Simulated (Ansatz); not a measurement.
# Sc: the cost of one run

Program: Ansatz 0.2.0. Level of theory: DFT LDA, with the methods named in each step. These are calculated values, not measurements.

### 1 The system as given

Symmetry: Fm-3m, No. 225, cubic system. Conventional cell: a = 4.520 Å, b = 4.520 Å, c = 4.520 Å, α = 90.00°, β = 90.00°, γ = 90.00°. Around Sc (site symmetry m-3m) lie 12 Sc at 3.20 Å.

Structure file:

```
Sc
1.0
     0.00000    2.26000    2.26000
     2.26000    0.00000    2.26000
     2.26000    2.26000    0.00000
Sc
1
Direct
  0.00000 0.00000 0.00000
```

### 2 Free moments, LAPW

input.yaml reads:

```yaml
crystal:
  lattice:
    - [0.0, 2.26, 2.26]
    - [2.26, 0.0, 2.26]
    - [2.26, 2.26, 0.0]
  atoms:
    - { symbol: Sc, position: [0.0, 0.0, 0.0], spin: 1.0 }
magnetization:
  spin_polarized: true
kpoints:
  mp_grid: { grid: [13, 13, 13] }
scf:
  occupations: { method: fermi_dirac, width: 0.03 }
  lower_state_search: "off"
hamiltonian:
  xc: lda
  pseudopotentials: { kind: all_electron, lapw: { basis_error: 0.001 } }
output:
  forces: true
  stress: true
  eigenvalues: false
  populations: true
  dos: { projected: true, de: 0.1, e_range: [-8, 5] }
```

Command:

```bash
$ ansatz run input.yaml --threads 1 --pin off --max-ram 3072MiB --backend cpu --events-out ev --progress --plain --runs-dir out
```

What time and memory should one allow on 1 thread of Arm Neoverse V1, shared host?

About 16 s, with a peak of 0.28 GiB.
